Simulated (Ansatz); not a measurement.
# HfO2: the cost of one run

Program: Ansatz 0.2.0. Level of theory: DFT r²SCAN, scalar-relativistic, plane waves, PAW. These are calculated values, not measurements.

### 1 The system as given

It takes space group Fm-3m (No. 225, cubic). Conventional cell: a = 5.058 Å, b = 5.058 Å, c = 5.058 Å, α = 90.00°, β = 90.00°, γ = 90.00°. Hf (site symmetry m-3m) is surrounded by 8 O at 2.19 Å. Around O (site symmetry -43m) lie 4 Hf at 2.19 Å.

Structure file:

```
Hf O
1.0
     0.00000    2.52918    2.52918
     2.52918    0.00000    2.52918
     2.52918    2.52918    0.00000
Hf O
1 2
Direct
  0.00000 0.00000 0.00000
  0.25000 0.25000 0.25000
  0.75000 0.75000 0.75000
```

This cell comes from an earlier session at r²SCAN: 10.786 Å³/atom at 0.02 GPa, on a 8×8×8 mesh.

### 2 Volume × 0.96

The input, input.yaml:

```yaml
crystal:
  lattice:
    - [0.0, 2.494992803, 2.494992803]
    - [2.494992803, 0.0, 2.494992803]
    - [2.494992803, 2.494992803, 0.0]
  atoms:
    - { symbol: Hf, position: [0.0, 0.0, 0.0] }
    - { symbol: O, position: [0.25, 0.25, 0.25] }
    - { symbol: O, position: [0.75, 0.75, 0.75] }
basis:
  ecutwfc: 500
  ecutrho_ratio: 4
kpoints:
  mp_grid: { grid: [8, 8, 8] }
hamiltonian:
  xc: r2scan
scf:
  occupations: { method: gaussian, width: 0.05 }
output:
  forces: true
  stress: true
  eigenvalues: true
```

Started as:

```console
$ ansatz run input.yaml --threads 1 --pin off --max-ram 2560MiB --backend cpu --events-out ev --progress --plain --runs-dir out
```

What time and memory should one allow on 1 thread of Arm Neoverse V1, shared host?

About 3.8 s, with a peak of 0.38 GiB.
